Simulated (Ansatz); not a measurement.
# BClF2: the cost of one run

All numbers below are computed with Ansatz 0.2.0 (RKS PBE0-D4/6-31G).

### 1 The system as given

Bond lengths: B1–F2 1.320 Å, B1–Cl3 1.860 Å, B1–F4 1.320 Å. Angles: F2–B1–Cl3 120.0°, F2–B1–F4 120.0°, Cl3–B1–F4 120.0°.

As a file:

```xyz
4

B     0.0000    0.0000    0.0000
F     0.0000    0.0000    1.3200
Cl    1.6108    0.0000   -0.9300
F    -1.1431    0.0000   -0.6600
```

### 2 Preparing the start

input.yaml

```yaml
crystal:
  periodic: [false, false, false]
  atoms:
    - { symbol: B, position_ang: [0.0, 0.0, 0.0] }
    - { symbol: F, position_ang: [0.0, 0.0, 1.32] }
    - { symbol: Cl, position_ang: [1.6108, 0.0, -0.93] }
    - { symbol: F, position_ang: [-1.1431, 0.0, -0.66] }
basis:
  gaussian: { orbitals: "6-31G" }
hamiltonian:
  xc: pbe0
  dispersion: d4
relax:
  f_tol: 0.02
  max_steps: 40
```

Run with:

```bash
$ ansatz run input.yaml --threads 1 --pin off --max-ram 2048MiB --backend cpu --events-out ev --progress --plain --runs-dir out
```

What time and memory should one allow on 1 thread of Arm Neoverse V1, shared host?

About 5.3 s, with a peak of 0.1 GiB.
